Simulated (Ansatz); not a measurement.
# Alloy of GaAs and GaP (13 of 32 As sites exchanged), 64 atoms

Wanted: the relaxed alloy cell and its gap (PBEsol, PBE, r²SCAN, HSE06 and HSE06 with spin–orbit coupling).

Program: Ansatz 0.2.0, PAW, plane waves. These are calculated values, not measurements.

## 1. Starting point

64 atoms (32 Ga, 13 P, 19 As); a = 11.143 Å, b = 11.143 Å, c = 11.143 Å, α = 90.00°, β = 90.00°, γ = 90.00°. All atoms were shaken off their sites by about 0.02 Å along each axis.

Plan of the steps: (2) PBEsol cell relaxation at the single k point (¼, ¼, ¼), on 1 × NVIDIA H100 80GB HBM3 with 11 threads of AMD EPYC 7R13; (3) PBE single point at the Γ point alone, on 1 × NVIDIA H100 80GB HBM3 with 11 threads of AMD EPYC 7R13; (4) r²SCAN single point at the Γ point alone, on 1 × NVIDIA H100 80GB HBM3 with 11 threads of AMD EPYC 7R13; (5) HSE06 single point at the Γ point alone, on 1 × NVIDIA H100 80GB HBM3 with 11 threads of AMD EPYC 7R13; (6) HSE06 with spin–orbit coupling single point at the Γ point alone, on 1 × NVIDIA H100 80GB HBM3 with 11 threads of AMD EPYC 7R13.

## 2. PBEsol relaxation of the cell and the positions

in.yaml reads:

```yaml
crystal:
  lattice:
    - [11.142790, 0.000000, 0.000000]
    - [0.000000, 11.142790, 0.000000]
    - [0.000000, 0.000000, 11.142790]
  atoms:
    - { symbol: Ga, position: [0.999822, 0.997087, 0.996006] }
    - { symbol: Ga, position: [0.002122, 0.999639, 0.501012] }
    - { symbol: Ga, position: [0.000569, 0.497099, 0.997662] }
    - { symbol: Ga, position: [0.000027, 0.497934, 0.498943] }
    - { symbol: Ga, position: [0.501761, 0.999979, 0.002231] }
    - { symbol: Ga, position: [0.501104, 0.002654, 0.500490] }
    - { symbol: Ga, position: [0.501744, 0.503001, 0.000872] }
    - { symbol: Ga, position: [0.499662, 0.500761, 0.497527] }
    - { symbol: Ga, position: [0.251139, 0.253577, 0.997377] }
    - { symbol: Ga, position: [0.249609, 0.255341, 0.502219] }
    - { symbol: Ga, position: [0.250443, 0.749937, 0.002336] }
    - { symbol: Ga, position: [0.251055, 0.751856, 0.499959] }
    - { symbol: Ga, position: [0.749162, 0.249211, 0.000181] }
    - { symbol: Ga, position: [0.749333, 0.253022, 0.497087] }
    - { symbol: Ga, position: [0.751274, 0.751067, 0.999958] }
    - { symbol: Ga, position: [0.751511, 0.747765, 0.497535] }
    - { symbol: Ga, position: [0.249041, 0.997518, 0.252223] }
    - { symbol: Ga, position: [0.250003, 0.997925, 0.752402] }
    - { symbol: Ga, position: [0.250894, 0.496958, 0.252646] }
    - { symbol: Ga, position: [0.250242, 0.497505, 0.749658] }
    - { symbol: Ga, position: [0.750694, 0.995197, 0.250355] }
    - { symbol: Ga, position: [0.748462, 0.996967, 0.749329] }
    - { symbol: Ga, position: [0.750764, 0.502375, 0.249068] }
    - { symbol: Ga, position: [0.750684, 0.501787, 0.749124] }
    - { symbol: Ga, position: [0.000401, 0.251879, 0.250279] }
    - { symbol: Ga, position: [0.001000, 0.250340, 0.751678] }
    - { symbol: Ga, position: [0.999587, 0.752170, 0.252256] }
    - { symbol: Ga, position: [0.000861, 0.749116, 0.749509] }
    - { symbol: Ga, position: [0.498427, 0.248543, 0.253458] }
    - { symbol: Ga, position: [0.497654, 0.253262, 0.752223] }
    - { symbol: Ga, position: [0.498842, 0.750076, 0.252826] }
    - { symbol: Ga, position: [0.500815, 0.755241, 0.751959] }
    - { symbol: P, position: [0.125525, 0.122820, 0.124903] }
    - { symbol: P, position: [0.123924, 0.625069, 0.125666] }
    - { symbol: P, position: [0.625265, 0.126162, 0.125016] }
    - { symbol: P, position: [0.376434, 0.374724, 0.122328] }
    - { symbol: P, position: [0.876284, 0.375165, 0.120626] }
    - { symbol: P, position: [0.876909, 0.373220, 0.624869] }
    - { symbol: P, position: [0.874443, 0.875053, 0.124889] }
    - { symbol: P, position: [0.875311, 0.872746, 0.623649] }
    - { symbol: P, position: [0.875858, 0.127019, 0.370885] }
    - { symbol: P, position: [0.125757, 0.369736, 0.873202] }
    - { symbol: P, position: [0.124314, 0.873658, 0.377006] }
    - { symbol: P, position: [0.123981, 0.877197, 0.875932] }
    - { symbol: P, position: [0.626225, 0.872803, 0.873950] }
    - { symbol: As, position: [0.127988, 0.126398, 0.625674] }
    - { symbol: As, position: [0.124569, 0.625559, 0.624061] }
    - { symbol: As, position: [0.626786, 0.126278, 0.624525] }
    - { symbol: As, position: [0.624434, 0.626335, 0.124350] }
    - { symbol: As, position: [0.624628, 0.625899, 0.628674] }
    - { symbol: As, position: [0.372730, 0.373840, 0.623975] }
    - { symbol: As, position: [0.373268, 0.876104, 0.124275] }
    - { symbol: As, position: [0.376125, 0.877289, 0.622061] }
    - { symbol: As, position: [0.378230, 0.121418, 0.374251] }
    - { symbol: As, position: [0.372549, 0.124423, 0.870707] }
    - { symbol: As, position: [0.374982, 0.623369, 0.374753] }
    - { symbol: As, position: [0.370516, 0.625304, 0.875244] }
    - { symbol: As, position: [0.875761, 0.124943, 0.874820] }
    - { symbol: As, position: [0.875428, 0.624726, 0.374335] }
    - { symbol: As, position: [0.875115, 0.625078, 0.874986] }
    - { symbol: As, position: [0.124710, 0.377711, 0.374533] }
    - { symbol: As, position: [0.626017, 0.374582, 0.374332] }
    - { symbol: As, position: [0.627288, 0.374687, 0.874580] }
    - { symbol: As, position: [0.623880, 0.876999, 0.372448] }
  symmetry: { detect: false }
kpoints:
  mp_grid: { grid: [1, 1, 1], shift: [0.25, 0.25, 0.25] }
hamiltonian:
  xc: pbesol
scf:
  occupations: { method: fermi_dirac, width: 0.01 }
relax:
  f_tol: 0.03
  max_steps: 80
  escape_saddle: false
  adjacent_minimum: "off"
  cell: { fix: [shape] }
output:
  forces: true
  eigenvalues: true
  populations: true
```

Command:

```console
$ ansatz run in.yaml --threads 11 --pin off --max-ram 161500MiB --runs-dir r --events-out ev --progress --plain --backend cuda --devices 0, --max-vram 75GiB
```

The runs that follow: PBE single point; Single point with r²SCAN; HSE06 single point; HSE06 with spin–orbit coupling single point.

**Question.** What will these runs give? Wanted: for each run, top filled to lowest empty.

The runs gave:

```
                         level           time   k points  top filled to lowest empty (eV)
            PBEsol, relaxation    9.3 s (GPU)  (¼, ¼, ¼)                             1.50
                           PBE    4.9 s (GPU)          Γ                             0.99
                        r²SCAN    9.5 s (GPU)          Γ                             1.50
                         HSE06     34 s (GPU)          Γ                             1.95
HSE06 with spin–orbit coupling  5.3 min (GPU)          Γ                             1.86
```

| quantity | value |
| --- | --- |
| relaxation | 4 recorded steps, 1.10 eV gained |
| largest shift | 0.12 Å (Ga29 and others alike) |
| relaxed cell | a = 11.136 Å, b = 11.136 Å, c = 11.136 Å, α = 90.00°, β = 90.00°, γ = 90.00° |
| mean bonds | As–Ga 2.437, Ga–P 2.373 Å |

**What this shows.** The relaxation lowers the energy by 1.10 eV; the largest shift is 0.12 Å (Ga29 and others alike), while the volume changes by -0.2 %. The mean lengths of the listed bonds run from Ga–P 2.37 Å to As–Ga 2.44 Å. At the same k points, PBE gives a spacing 0.96 eV smaller and r²SCAN gives a spacing 0.46 eV smaller than the 1.95 eV of HSE06. The relaxation ran on other k points, so part of any difference from the later rows can come from the mesh. Spin–orbit coupling changes the HSE06 spacing by -0.09 eV. Exact exchange costs time: HSE06 ran about 6.9 times as long as PBE on the same kind of device. With one k point the spacing samples only the states that fold onto it, so it can exceed the gap over the zone.
